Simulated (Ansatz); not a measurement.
# KRh (P1) in Ansatz: convergence with wavefunction cutoff

Aim: find how far wavefunction cutoff must go before the results for KRh settle, at PBE. This setting moves, with any that are tied to it; all else stays.

All numbers are computed with Ansatz 0.2.0; they aren't measurements. Logs are shortened: lines on timing, memory, paths and dates and some standing lists are left out, and cuts for length are marked.

## 1. The cell of the first run

The typed cell holds 2 atoms: a = 3.501 Å, b = 3.501 Å, c = 5.808 Å, α = 90.00°, β = 90.00°, γ = 120.00°.

The cell was built by a generator and needn't be a form met in nature.

The cell isn't the ideal one: atoms moved at random, drawn with an rms of 0.05 Å.

## 2. With wavefunction cutoff 400 eV

Input file input.yaml:

```yaml
crystal:
  lattice:
    - [3.50073903, 0.0, 0.0]
    - [-1.75036952, 3.03172893, 0.0]
    - [0.0, 0.0, 5.80784805]
  atoms:
    - { symbol: K, position: [0.3397, 0.6685, 0.073846] }
    - { symbol: Rh, position: [0.668957, 0.326359, 0.809183] }
hamiltonian:
  xc: pbe
  pseudopotentials: { kind: nc, accuracy: standard }
kpoints:
  mp_grid: { grid: [6, 6, 4] }
scf:
  occupations: { method: fermi_dirac, width: 0.1 }
output:
  forces: true
  stress: true
  eigenvalues: true
basis:
  ecutwfc: "400 eV"
```

Potentials or basis: PseudoDojo standard (PBE files).

On the command line:

```
> ansatz run input.yaml --threads 2 --pin off --max-ram 5632MiB --backend cpu --events-out ev --progress --plain --runs-dir out
```

Output:

```text
Warning: basis.ecutwfc = 400 eV is below the records' recommended 1197.300995 eV, and the density's cutoff is lower with it unless basis.ecutrho_ratio is high enough to keep the records' density cutoff: compare with a run at a higher cutoff
Warning: RAYON_NUM_THREADS=2 ignored (pool sized by the plan → 2); use --threads N
Engine: ansatz 0.2.0, aarch64-unknown-linux-gnu
Pseudopotentials: kind: nc
Pseudopotential: K, nc, valence charge 9, recommended cutoff 1006.821291 eV (normal), K.nc.azcp (PseudoDojo's, or run here from an input of PseudoDojo's; its table is named by hamiltonian.pseudopotentials.accuracy)
Pseudopotential: Rh, nc, valence charge 17, recommended cutoff 1197.300995 eV (normal), Rh.nc.azcp (PseudoDojo's, or run here from an input of PseudoDojo's; its table is named by hamiltonian.pseudopotentials.accuracy)
Functional definition: PBE
  parameter kappa = 0.804
  parameter beta = 0.06672455060314922
  exchange = pbe_x(kappa = kappa, mu = beta*pi^2/3)
  correlation = pbe_c(beta = beta)
Crystal: 2 atoms, lattice volume = 61.640 Å³
Basis set: ecut = 400 eV, 1123 PW (Γ), exchange–correlation on 48×48×80 points (8 copies of the dense FFT grid, shifted against one another)
Bands: 17, of which v1, the nominal top of the filled ones, is band 13 counted from 1 (12 counted from 0)
Symmetry: 1 space group operations
Space group: P1 (ITA 1), of the structure as read, at distance tolerance 4.0e-5 Å
k-points: 76 of 144 (time reversal used)
Non-local potential: K, projectors of the file, l = 0: 2, l = 1: 2, l = 2: 2
Non-local potential: Rh, projectors of the file, l = 0: 2, l = 1: 2, l = 2: 2
Initial density: superposition of atomic densities (chi_scale 0.1, normalization cell, long waves kept (reshape's long-wave potential 0.01 eV rms))
Initial wavefunctions: pseudopotential atomic-orbital guess
Functional: x = pbe(κ = 0.804, μ = 0.2195149727645171), c = pbe(β = 0.06672455060314922)
SCF iter   1: F=—  HF=-3989.519906 eV  |F-HF|=—  |Δ(HF+E_count)|=         —  Δρ=2.32e-1  dr2=5.18e1  ethr=3.10e-3  ⟨swp⟩=7.6  Hψ=8374  notcnv=0
preconditioner: auto → LDOS  [metal: Δε(μ)=0.135 eV  Ē_g=9.771 eV  σ=0.100 eV  W_gap=0.32  n_scr=22 (ndim 8)  ℏωp=18.9 eV  f_vac=0.148  D(μ)=2.64/eV (n_scr^D=22)  β→1.0]
SCF iter   2: F=—  HF=-3983.019024 eV  |F-HF|=—  |Δ(HF+E_count)|=    6.50e0  Δρ=8.50e-2  dr2=3.40e0  ethr=3.10e-3  ⟨swp⟩=4.0  Hψ=4035  notcnv=0
SCF iter   3: F=—  HF=-3982.881209 eV  |F-HF|=—  |Δ(HF+E_count)|=   1.38e-1  Δρ=1.63e-2  dr2=1.42e-1  ethr=3.10e-3  ⟨swp⟩=3.1  Hψ=2602  notcnv=0
SCF iter   4: F=—  HF=-3982.894798 eV  |F-HF|=—  |Δ(HF+E_count)|=   1.36e-2  Δρ=2.53e-3  dr2=1.97e-3  ethr=5.46e-4  ⟨swp⟩=2.8  Hψ=2161  notcnv=0
SCF iter   5: F=—  HF=-3982.896632 eV  |F-HF|=—  |Δ(HF+E_count)|=   1.83e-3  Δρ=5.56e-4  dr2=1.47e-4  ethr=7.58e-6  ⟨swp⟩=2.0  Hψ=2232  notcnv=0
SCF iter   6: F=—  HF=-3982.896638 eV  |F-HF|=—  |Δ(HF+E_count)|=   5.73e-6  Δρ=1.34e-4  dr2=8.53e-6  ethr=5.65e-7  ⟨swp⟩=2.5  Hψ=2293  notcnv=0
SCF iter   7: F=—  HF=-3982.896853 eV  |F-HF|=—  |Δ(HF+E_count)|=   2.15e-4  Δρ=3.38e-5  dr2=6.35e-7  ethr=3.28e-8  ⟨swp⟩=2.7  Hψ=2297  notcnv=0
SCF iter   8: F=-3982.896853 eV  HF=-3982.896853 eV  |F-HF|=1.26e-8  |Δ(HF+E_count)|=   8.54e-8  Δρ=6.94e-6  dr2=2.49e-8  ethr=3.85e-10  ⟨swp⟩=7.7  Hψ=7193  notcnv=0
SCF 1 converged in 8 iterations: F = -3982.896853 eV  dr2 = 2.49e-8
SCF converged after 8 iterations
Free energy (F): -3982.896853 eV
Harris-Foulkes:  -3982.896853 eV  (|F-HF|=1.26e-8)
Internal energy: -3982.774343 eV  (E = F + TS)
E sigma→0 (E₀):  -3982.835598 eV
Entropy (-TS):   -0.122510 eV (-61.255 meV/atom)
Fermi energy:    6.653738 eV
--- Per-component energies (eV) ---
  E_band       = -415.275588
  E_kinetic    = 1314.895977
  E_local      = -4467.018572  (includes V_loc(G=0)·N_el)
  E_nonlocal   = 315.042936
  E_hartree    = 1503.496071
  E_xc         = -686.459315
  E_vxc        = -585.191528  (∫ρ·V_xc dr)
  E_ewald      = -1962.731439
  E_smearing   = -0.122510  (= −TS)
  E_closure    = 0.000000  (closes the sum)
  Σ components = -3982.896853   (vs F -3982.896853, Δ=0.00e0)
--- Forces (eV/Å), atoms counted from 1 ---
  atom   1  K      0.00095129    -0.02042123     2.73388246
  atom   2  Rh    -0.00096359     0.02043376    -2.73366393
  max |Σ_I F_I| component: 2.19e-4 eV/Å
--- Stress (GPa, compression-positive) ---
        4.217887       0.008525       0.003986
        0.008525       4.599670      -0.085261
        0.003986      -0.085261       7.457622
  P = ⅓ Tr σ = 5.4251 GPa (54.251 kbar)
--- Band table (eV; the first three rows and the last of 76) ---
  k-point 0: bands = ["-69.4257", "-40.4616", "-40.4563", "-40.2309", "-23.4762", "-7.7328", "-7.3346", "-7.3177", "4.3957", "5.2746", "5.6380", "5.6391", "6.2023", "6.2150", "8.8164", "10.7891", "13.9947"]
  k-point 1: bands = ["-69.4246", "-40.4613", "-40.4560", "-40.2307", "-23.4754", "-7.7363", "-7.3346", "-7.3178", "4.5577", "5.4017", "5.6405", "5.6408", "6.2064", "6.2195", "7.7722", "11.8108", "14.0393"]
  k-point 2: bands = ["-69.4014", "-40.4603", "-40.4550", "-40.2297", "-23.4645", "-7.7400", "-7.3347", "-7.3178", "4.7234", "5.6481", "5.6563", "5.7728", "6.2245", "6.2366", "6.8153", "12.6004", "14.0638"]
  k-point 75: bands = ["-69.3401", "-40.4844", "-40.4660", "-40.2255", "-23.3385", "-8.0888", "-7.6158", "-7.5032", "4.7126", "5.9371", "6.3587", "6.4050", "6.8129", "8.8436", "9.3984", "10.5730", "11.7894"]
```

It took 2.5 s on 2 threads of Arm Neoverse V2, shared host; peak memory 0.3 GiB.

What came out:

- Free energy: -3982.8969 eV
- Pressure: 5.4 GPa
- Largest force: 2.734 eV/Å
- Band gap on the k mesh: none (metal or under the smearing width)

## 3. With wavefunction cutoff 500 eV

input.yaml, as its differences from that of step 2:

```diff
@@ -20,2 +20,2 @@
 basis:
-  ecutwfc: "400 eV"
+  ecutwfc: "500 eV"
```

Potentials or basis: PseudoDojo standard (PBE files).

On the command line:

```
> ansatz run input.yaml --threads 2 --pin off --max-ram 5632MiB --backend cpu --events-out ev --progress --plain --runs-dir out
```

It took 4.4 s on 2 threads of Arm Neoverse V2, shared host; peak memory 0.33 GiB.

Results:

```yaml
Free_energy: -3995.8158 eV
Pressure: 4.2 GPa
Largest_force: 2.331 eV/Å
Band_gap_on_the_k_mesh: none (metal or under the smearing width)
```

## 4. With wavefunction cutoff 600 eV

input.yaml, as its differences from that of step 3:

```diff
@@ -20,2 +20,2 @@
 basis:
-  ecutwfc: "500 eV"
+  ecutwfc: "600 eV"
```

On the command line:

```
> ansatz run input.yaml --threads 2 --pin off --max-ram 5632MiB --backend cpu --events-out ev --progress --plain --runs-dir out
```

Run time: 5.3 s. Hardware: 2 threads of Arm Neoverse V2, shared host; peak memory 0.36 GiB.

What came out:

| Item | Value |
| --- | --- |
| Free energy | -4001.5741 eV |
| Pressure | 4.8 GPa |
| Largest force | 2.473 eV/Å |
| Band gap on the k mesh | none (metal or under the smearing width) |

## 5. With wavefunction cutoff 700 eV

input.yaml, as its differences from that of step 4:

```diff
@@ -20,2 +20,2 @@
 basis:
-  ecutwfc: "600 eV"
+  ecutwfc: "700 eV"
```

On the command line:

```
> ansatz run input.yaml --threads 2 --pin off --max-ram 5632MiB --backend cpu --events-out ev --progress --plain --runs-dir out
```

It took 7.7 s on 2 threads of Arm Neoverse V2, shared host; peak memory 0.4 GiB.

What came out:

```yaml
Free_energy: -4004.0905 eV
Pressure: 4.6 GPa
Largest_force: 2.433 eV/Å
Band_gap_on_the_k_mesh: none (metal or under the smearing width)
```

## 6. With wavefunction cutoff 850 eV

input.yaml, as its differences from that of step 5:

```diff
@@ -20,2 +20,2 @@
 basis:
-  ecutwfc: "700 eV"
+  ecutwfc: "850 eV"
```

Potentials or basis: PseudoDojo standard (PBE files).

On the command line:

```
> ansatz run input.yaml --threads 2 --pin off --max-ram 5632MiB --backend cpu --events-out ev --progress --plain --runs-dir out
```

Wall time 7.9 s (2 threads of Arm Neoverse V2, shared host); peak memory 0.45 GiB.

It converged, with:

| Quantity | Value |
| --- | --- |
| Free energy | -4005.3076 eV |
| Pressure | 4.6 GPa |
| Largest force | 2.436 eV/Å |
| Band gap on the k mesh | none (metal or under the smearing width) |

## 7. With wavefunction cutoff 1000 eV

input.yaml, as its differences from that of step 6:

```diff
@@ -20,2 +20,2 @@
 basis:
-  ecutwfc: "850 eV"
+  ecutwfc: "1000 eV"
```

On the command line:

```
> ansatz run input.yaml --threads 2 --pin off --max-ram 5632MiB --backend cpu --events-out ev --progress --plain --runs-dir out
```

It took 8.3 s on 2 threads of Arm Neoverse V2, shared host; peak memory 0.45 GiB.

The run converged. Its results:

- Free energy: -4005.5488 eV
- Pressure: 4.6 GPa
- Largest force: 2.439 eV/Å
- Band gap on the k mesh: none (metal or under the smearing width)

## 8. With wavefunction cutoff 1200 eV

input.yaml, as its differences from that of step 7:

```diff
@@ -20,2 +20,2 @@
 basis:
-  ecutwfc: "1000 eV"
+  ecutwfc: "1200 eV"
```

On the command line:

```
> ansatz run input.yaml --threads 2 --pin off --max-ram 5632MiB --backend cpu --events-out ev --progress --plain --runs-dir out
```

It took 11 s on 2 threads of Arm Neoverse V2, shared host; peak memory 0.52 GiB.

It converged, with:

* Free energy: -4005.5816 eV
* Pressure: 4.6 GPa
* Largest force: 2.440 eV/Å
* Band gap on the k mesh: none (metal or under the smearing width)

## 9. With wavefunction cutoff 1400 eV

input.yaml, as its differences from that of step 8:

```diff
@@ -20,2 +20,2 @@
 basis:
-  ecutwfc: "1200 eV"
+  ecutwfc: "1400 eV"
```

Potentials or basis: PseudoDojo standard (PBE files).

On the command line:

```
> ansatz run input.yaml --threads 2 --pin off --max-ram 5632MiB --backend cpu --events-out ev --progress --plain --runs-dir out
```

Wall time 15 s (2 threads of Arm Neoverse V2, shared host); peak memory 0.61 GiB.

Results (log left out):

- Free energy: -4005.5821 eV
- Pressure: 4.6 GPa
- Largest force: 2.440 eV/Å
- Band gap on the k mesh: none (metal or under the smearing width)

## 10. With wavefunction cutoff 1700 eV

input.yaml, as its differences from that of step 9:

```diff
@@ -20,2 +20,2 @@
 basis:
-  ecutwfc: "1400 eV"
+  ecutwfc: "1700 eV"
```

On the command line:

```
> ansatz run input.yaml --threads 2 --pin off --max-ram 5632MiB --backend cpu --events-out ev --progress --plain --runs-dir out
```

Run time: 19 s. Hardware: 2 threads of Arm Neoverse V2, shared host; peak memory 0.72 GiB.

The run converged. Its results:

| Item | Value |
| --- | --- |
| Free energy | -4005.5825 eV |
| Pressure | 4.6 GPa |
| Largest force | 2.440 eV/Å |
| Band gap on the k mesh | none (metal or under the smearing width) |

## 11. Summary

```
wavefunction cutoff  energy less the tightest run, at zero smearing (meV/atom)  pressure (GPa)  largest force (eV/Å)  SCF cycles  CPU time (s)  peak memory (GiB)
             400 eV                                                   11339.84            5.43                 2.734           8           4.9                0.3
             500 eV                                                    4881.37            4.20                 2.331           8           8.7               0.33
             600 eV                                                    2003.43            4.82                 2.473           8            10               0.36
             700 eV                                                     745.56            4.56                 2.433           8            15                0.4
             850 eV                                                     137.38            4.58                 2.436           8            16               0.45
            1000 eV                                                      16.86            4.59                 2.439           8            16               0.45
            1200 eV                                                       0.43            4.59                 2.440           8            22               0.52
            1400 eV                                                       0.18            4.59                 2.440           8            30               0.61
            1700 eV                                                       0.00            4.59                 2.440           7            37               0.72
```

Against the tightest run, the energy stays within 1 meV/atom from 1200 eV on; the pressure stays within 0.1 GPa from 700 eV on; the largest force stays within 0.005 eV/Å from 850 eV on. The tightest run that finished is the yardstick and may itself not be fully converged.
